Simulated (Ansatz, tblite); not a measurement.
**C₁₀H₁₀ClF₁₃Si: one state, many levels**

The task here is to estimate one member of a computed series from the others.

Computed with Ansatz 0.2.0, Gaussian basis. Level: as each input shows.

Plan: GFN1-xTB, GFN2-xTB, PBE-D4/def2-TZVP, r2SCAN-D4/def2-TZVP, LDA/def2-TZVP, BHLYP-D4/def2-TZVP, B3LYP-D4/def2-TZVP, PBE-D4/def2-SVP, PBE0-D4/def2-SVP, MP2/def2-SVP, RPA/def2-SVP.

1 further run of the same task is left out (it didn't finish).

## The structure

The geometry is that of the singlet, from an earlier relaxation (r2SCAN-D4/def2-SVP).

SMILES `C[Si](C)(Cl)CCC(F)(F)C(F)(F)C(F)(F)C(F)(F)C(F)(F)C(F)(F)F`, 35 atoms, charge 0, spin multiplicity 1.

Bond lengths: C1–Si2 1.869 Å, C1–H26 1.103 Å, C1–H27 1.102 Å, C1–H28 1.102 Å, Si2–C3 1.869 Å, Si2–Cl4 2.093 Å, Si2–C5 1.884 Å, C3–H29 1.102 Å, C3–H30 1.103 Å, C3–H31 1.102 Å, C5–C6 1.530 Å, C5–H32 1.104 Å, C5–H33 1.104 Å, C6–C7 1.516 Å, C6–H34 1.103 Å, C6–H35 1.101 Å, C7–F8 1.358 Å, C7–F9 1.359 Å and more. Angles: Si2–C1–H26 111.2°, Si2–C1–H27 111.1°, Si2–C1–H28 110.8°, H26–C1–H27 108.1°, H26–C1–H28 107.7°, H27–C1–H28 107.8°, C1–Si2–C3 111.8°, C1–Si2–Cl4 108.1°, C1–Si2–C5 111.2°, C3–Si2–Cl4 108.0°, C3–Si2–C5 111.4°, Cl4–Si2–C5 106.0°, Si2–C3–H29 110.8°, Si2–C3–H30 111.2°, Si2–C3–H31 111.1°, H29–C3–H30 107.7°, H29–C3–H31 107.8°, H30–C3–H31 108.1° and more.

PBE0-D4/def2-TZVP was run before; its log isn't repeated, and its numbers join the tables.

The first run:

Tight binding, by tblite at 300 K electronic temperature and without a spin-polarisation term:

```python
tblite.interface.Calculator('GFN1-xTB', numbers, positions, charge=0, uhf=0).singlepoint()
```

Tight binding, by tblite at 300 K electronic temperature and without a spin-polarisation term:

```python
tblite.interface.Calculator('GFN2-xTB', numbers, positions, charge=0, uhf=0).singlepoint()
```

start.molden holds the orbitals of an earlier run on this state, given as this run's starting guess.

in.yaml

```yaml
crystal:
  periodic: [false, false, false]
  atoms:
    - {symbol: C, position_ang: [-3.992142, 2.073853, -0.037823]}
    - {symbol: Si, position_ang: [-3.925492, 0.395651, 0.782125]}
    - {symbol: C, position_ang: [-4.832434, -0.900804, -0.212736]}
    - {symbol: Cl, position_ang: [-4.857517, 0.548730, 2.649490]}
    - {symbol: C, position_ang: [-2.147637, -0.122210, 1.128728]}
    - {symbol: C, position_ang: [-1.296198, -0.300982, -0.129374]}
    - {symbol: C, position_ang: [0.126707, -0.693187, 0.214726]}
    - {symbol: F, position_ang: [0.149123, -1.879177, 0.875830]}
    - {symbol: F, position_ang: [0.684772, 0.240528, 1.029335]}
    - {symbol: C, position_ang: [1.026452, -0.822920, -1.035975]}
    - {symbol: F, position_ang: [0.388577, -1.627014, -1.918844]}
    - {symbol: F, position_ang: [1.155863, 0.402324, -1.595129]}
    - {symbol: C, position_ang: [2.447030, -1.432745, -0.889118]}
    - {symbol: F, position_ang: [2.968325, -1.483568, -2.130933]}
    - {symbol: F, position_ang: [2.321590, -2.690646, -0.428764]}
    - {symbol: C, position_ang: [3.493541, -0.740786, 0.031624]}
    - {symbol: F, position_ang: [4.628853, -1.459917, -0.116037]}
    - {symbol: F, position_ang: [3.082465, -0.844813, 1.305146]}
    - {symbol: C, position_ang: [3.836108, 0.741992, -0.269592]}
    - {symbol: F, position_ang: [2.860963, 1.528019, 0.214254]}
    - {symbol: F, position_ang: [3.941115, 0.928113, -1.597900]}
    - {symbol: C, position_ang: [5.171887, 1.203277, 0.372438]}
    - {symbol: F, position_ang: [5.221697, 0.835127, 1.652656]}
    - {symbol: F, position_ang: [5.240027, 2.531706, 0.301617]}
    - {symbol: F, position_ang: [6.210793, 0.686698, -0.275226]}
    - {symbol: H, position_ang: [-3.524367, 2.048249, -1.036405]}
    - {symbol: H, position_ang: [-3.468382, 2.831480, 0.566573]}
    - {symbol: H, position_ang: [-5.034696, 2.406194, -0.165008]}
    - {symbol: H, position_ang: [-5.890805, -0.623981, -0.342581]}
    - {symbol: H, position_ang: [-4.389842, -1.014026, -1.216679]}
    - {symbol: H, position_ang: [-4.799917, -1.881059, 0.288892]}
    - {symbol: H, position_ang: [-2.163901, -1.063037, 1.705710]}
    - {symbol: H, position_ang: [-1.690425, 0.636038, 1.787514]}
    - {symbol: H, position_ang: [-1.240328, 0.628158, -0.720926]}
    - {symbol: H, position_ang: [-1.701813, -1.085253, -0.787609]}
basis:
  gaussian: {orbitals: def2-TZVP, fitting: {mean_field: def2-universal-jkfit}, initial_orbitals: start.molden}
hamiltonian: {xc: pbe, dispersion: d4}
scf: {omitted_lower_state_checks: [starts]}
output: {forces: true, orbitals: {seedname: orbitals}}
```

The run is started by

```sh
> ansatz run in.yaml --threads 2 --pin off --events-out ev --progress --plain --max-ram 32768MiB --backend cuda --devices 0, --max-vram 18GiB
```

Among the steps run: PBE-D4/def2-TZVP; r2SCAN-D4/def2-TZVP; LDA/def2-TZVP; BHLYP-D4/def2-TZVP; B3LYP-D4/def2-TZVP; PBE-D4/def2-SVP; PBE0-D4/def2-SVP; MP2/def2-SVP; RPA/def2-SVP.

One of the session's tables, all rows but one given; the rest of the session is left out.

It belongs to the step «Binding energy». 

```
              level  binding an atom (eV)
        HF/def2-SVP                     ?
      LDA/def2-TZVP                 5.133
    PBE-D4/def2-SVP                 4.572
   PBE-D4/def2-TZVP                 4.457
r2SCAN-D4/def2-TZVP                 4.322
 B3LYP-D4/def2-TZVP                 4.250
   PBE0-D4/def2-SVP                 4.413
  PBE0-D4/def2-TZVP                 4.320
 BHLYP-D4/def2-TZVP                 4.065
       MP2/def2-SVP                 4.230
```

**Question.** Estimate the row for HF/def2-SVP.

As computed: binding an atom (eV): 3.061. In the column «binding an atom (eV)» it is the lowest.

To keep in mind: Free atoms were run apart at each level; binding is atoms less cluster, divided by the number of atoms, without zero-point or spin-orbit terms.
